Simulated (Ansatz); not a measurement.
**GeH2(OiPr)2 (C6H16GeO2): geometry, orbitals and charge**

What does GeH2(OiPr)2 (C6H16GeO2) look like as a singlet, and where do its frontier electrons sit?

Method: RKS PBE0-D4/def2-TZVP; program: Ansatz 0.2.0, Gaussian basis.

Levels to be run: relaxation at PBE-D4/def2-SVP; a single point at PBE0-D4/def2-TZVP.

### Step 1. Starting geometry

25 atoms, charge 0, spin multiplicity 1.

Atoms are counted from 1 here; the program's logs count them from 0.

Bond lengths: Ge1–H2 1.519 Å, Ge1–H3 1.518 Å, Ge1–O4 1.726 Å, Ge1–O15 1.726 Å, O4–C5 1.416 Å, C5–C6 1.526 Å, C5–C7 1.525 Å, C5–H8 1.100 Å, C6–H9 1.087 Å, C6–H10 1.087 Å, C6–H11 1.087 Å, C7–H12 1.090 Å, C7–H13 1.087 Å, C7–H14 1.087 Å, O15–C16 1.415 Å, C16–C17 1.526 Å, C16–C18 1.525 Å, C16–H19 1.100 Å and more. Angles: H2–Ge1–H3 111.0°, H2–Ge1–O4 111.1°, H2–Ge1–O15 112.6°, H3–Ge1–O4 112.4°, H3–Ge1–O15 111.1°, O4–Ge1–O15 98.1°, Ge1–O4–C5 129.7°, O4–C5–C6 107.0°, O4–C5–C7 111.6°, O4–C5–H8 109.2°, C6–C5–C7 111.2°, C6–C5–H8 109.0°, C7–C5–H8 108.6°, C5–C6–H9 109.7°, C5–C6–H10 110.3°, C5–C6–H11 109.7°, H9–C6–H10 109.4°, H9–C6–H11 108.5° and more.

The start is a GFN2-xTB geometry.

### Step 2. Optimising with PBE-D4/def2-SVP

in.yaml

```yaml
crystal:
  periodic: [false, false, false]
  atoms:
    - {symbol: Ge, position_ang: [0.726730, 0.020090, 0.500720]}
    - {symbol: H, position_ang: [0.698290, -0.217950, 2.000330]}
    - {symbol: H, position_ang: [2.140030, 0.294310, 0.018960]}
    - {symbol: O, position_ang: [-0.375650, 1.269940, 0.050010]}
    - {symbol: C, position_ang: [-0.577020, 2.547990, 0.624600]}
    - {symbol: C, position_ang: [-1.722510, 3.206240, -0.139260]}
    - {symbol: C, position_ang: [0.687690, 3.397540, 0.561850]}
    - {symbol: H, position_ang: [-0.869450, 2.429800, 1.678690]}
    - {symbol: H, position_ang: [-1.435320, 3.348890, -1.178160]}
    - {symbol: H, position_ang: [-1.967670, 4.168830, 0.302740]}
    - {symbol: H, position_ang: [-2.598640, 2.563980, -0.109490]}
    - {symbol: H, position_ang: [1.479350, 2.923560, 1.141410]}
    - {symbol: H, position_ang: [1.017420, 3.487770, -0.470300]}
    - {symbol: H, position_ang: [0.496650, 4.388490, 0.965640]}
    - {symbol: O, position_ang: [0.007520, -1.271880, -0.389010]}
    - {symbol: C, position_ang: [0.503160, -2.563930, -0.685670]}
    - {symbol: C, position_ang: [-0.540610, -3.249770, -1.562860]}
    - {symbol: C, position_ang: [0.771320, -3.366950, 0.582760]}
    - {symbol: H, position_ang: [1.443630, -2.472200, -1.249460]}
    - {symbol: H, position_ang: [-1.471940, -3.347900, -1.011680]}
    - {symbol: H, position_ang: [-0.194070, -4.234730, -1.863990]}
    - {symbol: H, position_ang: [-0.726610, -2.648690, -2.448660]}
    - {symbol: H, position_ang: [1.542230, -2.874600, 1.174790]}
    - {symbol: H, position_ang: [-0.138200, -3.427990, 1.175840]}
    - {symbol: H, position_ang: [1.103660, -4.370860, 0.330180]}
basis:
  gaussian: {orbitals: def2-SVP}
hamiltonian: {xc: pbe, dispersion: d4}
scf: {lower_state_search: "off"}
output: {orbitals: {seedname: orbitals}}
relax: {f_tol: 0.03, max_steps: 70}
```

The run is started by

```sh
$ ansatz run in.yaml --threads 2 --pin off --events-out ev --progress --plain --max-ram 22528MiB --backend cuda --devices 0, --max-vram 18GiB
```

After this run come: Single point, PBE0-D4/def2-TZVP.

Before running them: what should the planned runs give, taken together? Wanted: point group; commonest bond, hydrogen aside; HOMO, LUMO at PBE0-D4/def2-TZVP; dipole at PBE-D4/def2-SVP.

As calculated:

| quantity | value |
| --- | --- |
| point group | C2 |
| commonest bond, hydrogen aside | C–C, 4 of mean length 1.527 Å |
| HOMO, LUMO at PBE0-D4/def2-TZVP | -7.67, 0.68 eV |
| dipole at PBE-D4/def2-SVP | 0.02 D |

What this shows: The molecule keeps its bonding pattern by the stored test; the atoms moved 1.17 Å (rms), and the angle O4–Ge1–O15 went from 98° to 111°. No usable vibrations, so a minimum isn't proven. The point group is read from a loosely relaxed geometry; soft torsions can leave it below the true symmetry.
